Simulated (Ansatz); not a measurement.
Turn this script for Ansatz 0.2.0 through its Python package into the input file that the command-line program reads.

The script, `cu_bands.py`:
```python
"""Bands of Cu along a path through the zone."""

import warnings

import ansatz as az
from ase import Atoms
import numpy as np


def main() -> None:
    warnings.simplefilter("ignore", az.DeckWarning)

    atoms = Atoms(
        ["Cu"],
        scaled_positions=[
            (0.5, 0.5, 0.5),
        ],
        cell=[
            (11.57025, 0.0, 0.0),
            (0.0, 2.23821, 0.0),
            (-4.59562, 0.0, 21.74339),
        ],
        pbc=True,
    )
    structure = az.Crystal.from_ase(atoms)

    # high-symmetry points in fractions of the reciprocal vectors
    path = [
        ("G", (0.0, 0.0, 0.0)),
        ("Z", (0.0, 0.5, 0.0)),
        ("D", (0.0, 0.5, 0.5)),
        ("B", (0.0, 0.0, 0.5)),
        ("G", (0.0, 0.0, 0.0)),
    ]
    setup = (
        structure.calculation()
        .functional("pbesol")
        .occupations(az.OccupationsMethod.METHFESSEL_PAXTON)
        .kpoints(3, 12, 2)  # the mesh must be finer for metals
        .band_structure([point for _, point in path], intervals=10)  # levels along the path at the converged density
        .scf(extra_bands=6)
        .density_of_states(energy_step=0.1, nscf_kmesh_spacing=0.2)
        .band_table()
    )
    planned = setup.session().plan(threads=1)
    facts = planned.describe()
    print("plan:", facts["n_bands"], "bands,", len(facts["kpoints_frac"]), "k-points, plane waves", facts["n_pw_range"], "grid", facts["fft_dense"])
    res = planned.execute()
    rep = res.report

    print("%-22s %14.5f eV" % ("F = E - TS", rep["free_energy_ev"]))
    print("%-22s %14.5f eV" % ("E", rep["internal_energy_ev"]))
    print("%-22s %14.5f eV" % ("Harris-Foulkes", rep["harris_foulkes_ev"]))
    print("%-22s %14.5f eV" % ("Fermi level", rep["fermi_energy_ev"]))

    dos = res.density_of_states()
    energy = np.asarray(dos.energies_ev) - dos.fermi_ev
    top = min(levels[-1] for levels in rep["eigenvalues_ev"]) - dos.fermi_ev  # the computed bands end here
    total = np.asarray(dos.spin_summed_g_bin_mean_per_ev)
    print("E - E_F (eV)   states/eV")
    for e in np.arange(-6, min(4, top), 1.0):
        print(f"{e:8.1f} {np.interp(e, energy, total):12.3f}")

    bands = res.band_structure()
    fermi = bands.fermi_energy_ev
    print(f"zero of the bands: {fermi:.3f} eV, the Fermi level found on the SCF mesh")
    for spin, channel in enumerate(bands.channels):
        print("channel", spin, "- computed levels within 4 eV of the Fermi level")
        for i, (label, _) in enumerate(path):
            levels = channel.eigenvalues_ev[i * 10] - fermi
            print(f"  {label:3s}", " ".join(f"{e:7.3f}" for e in levels if abs(e) < 4))


if __name__ == "__main__":
    main()
```

```console
$ python cu_bands.py
plan: 16 bands, 28 k-points, plane waves [10959, 11064] grid [80, 15, 150]
F = E - TS                -6586.35856 eV
E                         -6586.35354 eV
Harris-Foulkes            -6586.35856 eV
Fermi level                  -5.06642 eV
E - E_F (eV)   states/eV
    -6.0        0.000
    -5.0        0.000
    -4.0        0.000
    -3.0        0.519
    -2.0        2.834
    -1.0       10.119
     0.0        0.409
     1.0        0.252
     2.0        0.184
     3.0        1.372
zero of the bands: -5.066 eV, the Fermi level found on the SCF mesh
channel 0 - computed levels within 4 eV of the Fermi level
  G    -3.491  -1.054  -0.873  -0.873  -0.019  -0.019   3.110   3.116
  Z    -1.864  -1.864  -0.451  -0.451  -0.062
  D    -1.864  -1.864  -0.451  -0.451  -0.062
  B    -3.491  -1.054  -0.873  -0.873  -0.019  -0.019   3.110   3.116
  G    -3.491  -1.054  -0.873  -0.873  -0.019  -0.019   3.110   3.116
```

`input.yaml`:
```yaml
crystal:
  lattice:
    - [11.57025, 0.0, 0.0]
    - [0.0, 2.23821, 0.0]
    - [-4.59562, 0.0, 21.74339]
  atoms:
    - { symbol: Cu, position: [0.5, 0.5, 0.5] }
kpoints:
  mp_grid: { grid: [3, 12, 2] }
  band_path:
    path:
      - [0.0, 0.0, 0.0]
      - [0.0, 0.5, 0.0]
      - [0.0, 0.5, 0.5]
      - [0.0, 0.0, 0.5]
      - [0.0, 0.0, 0.0]
    npoints: 10
hamiltonian:
  xc: pbesol
scf:
  n_extra_bands: 6
  occupations: { method: methfessel_paxton }
output:
  dos: { de: 0.1, nscf_kmesh: { kspacing: 0.2 } }
  eigenvalues: true
```

The program run on that file:
```console
$ ansatz run input.yaml --threads 1 --pin off --max-ram 3072MiB --backend cpu --events-out ev --progress --plain --runs-dir out
scf.n_extra_bands = 6 over 10 filled bands (N_el = 19.0): the run solves 16 bands
Engine: ansatz 0.2.0, aarch64-unknown-linux-gnu
Pseudopotentials: kind: paw
Pseudopotential: Cu, paw, valence charge 19, recommended cutoff 420 eV (normal), Cu.paw.azcp
Functional definition: PBEsol
  exchange = pbesol_x
  correlation = pbesol_c
Crystal: 1 atoms, lattice volume = 563.081 Å³
Basis set: ecut = 420 eV, 11061 PW (Γ)
Bands: 16, of which v1, the nominal top of the filled ones, is band 10 counted from 1 (9 counted from 0)
Symmetry: 4 space group operations
Space group: P2/m (ITA 10), of the structure as read, at distance tolerance 8.3e-5 Å
k-points: 28 of 72
Non-local potential: Cu, projectors of the file, l = 0: 3, l = 1: 2, l = 2: 3, l = 3: 1
PAW form: soft (Blöchl's): semilocal exchange-correlation on the pseudo side does not see the compensation charge
PAW frozen core: Cu, regenerated for the run's functional, and the local potential with it (the file was generated under x = pbe(κ = 0.804, μ = 0.2195149727645171), c = pbe(β = 0.06672455060314922))
PAW one-centre angular grid: Cu, 590 points (default); XC on 64 Gauss nodes
Initial density: superposition of atomic densities (neutral atoms: chi_scale 0, normalization atom), corrected by the library's trained network
Initial wavefunctions: pseudopotential atomic-orbital guess
Functional: x = pbesol(κ = 0.804, μ = 0.12345679012345678), c = pbesol(β = 0.046)
SCF iter   1: F=—  HF=-6586.369488 eV  |F-HF|=—  |Δ(HF+E_count)|=         —  Δρ=4.99e-3  dr2=7.69e-2  ethr=1.77e-3  ⟨swp⟩=7.3  Hψ=2998  notcnv=0
preconditioner: auto → LDOS  [metal: Δε(μ)=0.066 eV  Ē_g=7.674 eV  σ=0.100 eV  W_gap=0.45  n_scr=46 (ndim 8)  ℏωp=5.2 eV  f_vac=0.912  D(μ)=3.07/eV (n_scr^D=18)  β→1.0]
SCF iter   2: F=—  HF=-6587.247003 eV  |F-HF|=—  |Δ(HF+E_count)|=   8.78e-1  S|Δr|=    0.00e0  Δρ=3.05e-2  dr2=3.26e0  ethr=4.05e-4  ⟨swp⟩=3.9  Hψ=1375  notcnv=0  defer=60  recentre
SCF iter   3: F=—  HF=-6586.358153 eV  |F-HF|=—  |Δ(HF+E_count)|=   8.89e-1  S|Δr|=    0.00e0  Δρ=8.80e-4  dr2=5.57e-3  ethr=4.05e-4  ⟨swp⟩=3.9  Hψ=1183  notcnv=0  defer=60
SCF iter   4: F=—  HF=-6586.358053 eV  |F-HF|=—  |Δ(HF+E_count)|=   1.00e-4  S|Δr|=    0.00e0  Δρ=2.50e-4  dr2=4.04e-4  ethr=2.93e-5  ⟨swp⟩=1.6  Hψ=559  notcnv=0  defer=60
SCF iter   5: F=—  HF=-6586.358794 eV  |F-HF|=—  |Δ(HF+E_count)|=   7.40e-4  S|Δr|=    0.00e0  Δρ=1.13e-3  dr2=4.52e-3  ethr=2.13e-6  ⟨swp⟩=2.3  Hψ=645  notcnv=0  defer=60
SCF iter   6: F=—  HF=-6586.358954 eV  |F-HF|=—  |Δ(HF+E_count)|=   1.60e-4  S|Δr|=    0.00e0  Δρ=1.37e-3  dr2=7.00e-3  ethr=2.13e-6  ⟨swp⟩=2.0  Hψ=579  notcnv=0  defer=60
SCF iter   7: F=—  HF=-6586.358567 eV  |F-HF|=—  |Δ(HF+E_count)|=   3.88e-4  S|Δr|=    0.00e0  Δρ=8.49e-5  dr2=3.01e-5  ethr=2.13e-6  ⟨swp⟩=2.0  Hψ=518  notcnv=0  defer=60
SCF iter   8: F=—  HF=-6586.358562 eV  |F-HF|=—  |Δ(HF+E_count)|=   4.18e-6  S|Δr|=    0.00e0  Δρ=3.70e-5  dr2=5.80e-6  ethr=1.58e-7  ⟨swp⟩=1.0  Hψ=449  notcnv=0  defer=60
SCF iter   9: F=—  HF=-6586.358563 eV  |F-HF|=—  |Δ(HF+E_count)|=   2.56e-7  S|Δr|=    0.00e0  Δρ=1.10e-5  dr2=4.62e-7  ethr=3.05e-8  ⟨swp⟩=1.0  Hψ=388  notcnv=0  defer=60
SCF iter  10: F=-6586.358563 eV  HF=-6586.358563 eV  |F-HF|=5.44e-8  |Δ(HF+E_count)|=   1.24e-8  S|Δr|=    0.00e0  Δρ=4.40e-6  dr2=7.20e-8  ethr=5.26e-10  ⟨swp⟩=12.5  Hψ=2354  notcnv=0
SCF 1 converged in 10 iterations: F = -6586.358563 eV  dr2 = 7.20e-8
  greatest PAW one-centre occupation: 1.000 electrons in one spin orbital (limit 2), on the Cu atom at site 0 (counted from 0), in its partial waves of l = 0
NSCF: frozen V_eff on 41 k-points
NSCF: frozen V_eff on 32 k-points
SCF converged after 10 iterations
Stability not checked: this state was not tested for a lower state beside it, because cold or Methfessel-Paxton smearing, or corrected tetrahedra, fill the levels in a way that the test cannot read (fill_not_monotonic; see scf.lower_state_search)
Free energy (F): -6586.358563 eV
Harris-Foulkes:  -6586.358563 eV  (|F-HF|=5.44e-8)
Internal energy: -6586.353539 eV  (E = F + TS)
E sigma→0 (E₀):  -6586.357307 eV
Entropy (-TS):   -0.005024 eV (-5.024 meV/atom)
Fermi energy:    -5.066418 eV
Step filling:    the computed levels leave a gap of 0.0000 eV = 0.0 smearing widths at the electron count; against every level under it full and every level over it empty, smearing changes F+E_penalty+E_count by -4.462 meV and its σ→0 estimate by -3.206 meV
--- Per-component energies (eV) ---
  E_band       = -735.197614
  E_kinetic    = 300.168269
  E_local      = -13400.101164  (includes V_loc(G=0)·N_el)
  E_nonlocal   = 401.133487
  E_hartree    = 6269.637133
  E_xc         = -85.282036
  E_vxc        = -110.323873  (∫ρ·V_xc dr)
  E_paw        = -1634.965237  (= ΣΔE_a)
  E_vpaw       = -465.378901  (= ΣTr[D̂ρ^β])
  E_aug_tail   = 0.000260  (compensation charges beyond the density's cutoff)
  E_ewald      = 1562.849547
  E_core_change = 0.206202  (= ΣΔE_core)
  E_smearing   = -0.005024  (= −TS)
  E_closure    = 0.000000  (closes the sum)
  Σ components = -6586.358563   (vs F -6586.358563, Δ=0.00e0)
--- Band table (eV; the first three rows and the last of 28) ---
  k-point 0: bands = ["-115.4364", "-73.0776", "-72.8777", "-72.8777", "-8.5577", "-6.1209", "-5.9395", "-5.9395", "-5.0857", "-5.0857", "-1.9569", "-1.9503", "0.2177", "0.6244", "0.6940", "1.1658"]
  k-point 1: bands = ["-115.4364", "-73.0776", "-72.8777", "-72.8777", "-8.5577", "-6.1209", "-5.9395", "-5.9395", "-5.0857", "-5.0857", "-1.9569", "-1.9503", "0.2422", "0.4741", "0.9251", "1.1039"]
  k-point 2: bands = ["-115.4344", "-73.0945", "-72.8761", "-72.8761", "-8.3045", "-6.0178", "-5.9110", "-5.9110", "-5.2749", "-5.2749", "-1.6531", "-1.6457", "0.4228", "0.8318", "0.9072", "1.3721"]
  k-point 27: bands = ["-115.4069", "-73.3271", "-72.8533", "-72.8533", "-6.9303", "-6.9303", "-5.5172", "-5.5172", "-5.1282", "-0.6872", "2.5085", "5.3374", "5.3400", "6.8299", "6.8545", "7.7362"]
```

Absolute energies stand on the zero of these potentials, so only differences at equal settings mean something. A total without «per atom» is that of the whole cell that was run. The cell holds an odd number of electrons and is run without spin, so a magnetic state may lie lower. The cell holds layers, chains or clusters in vacuum, no bulk phase. Only differences from the Fermi energy are physical; the zero of the scale is a convention. Points of the mesh across the vacuum add cost only. Legs of the path along the vacuum direction only repeat the in-plane bands. This isn't the structure that Cu takes at ambient conditions. Gaps and levels are Kohn-Sham values on a finite set of k-points. The computed bands are complete only to about 5.9 eV above the Fermi level; beyond that the density of states is undercounted. The whole script took 28 s on 1 thread of Arm Neoverse V1, with other jobs on the host, peak memory 0.69 GiB.

(Lines on the test bed's own set-up are left out of the output.)
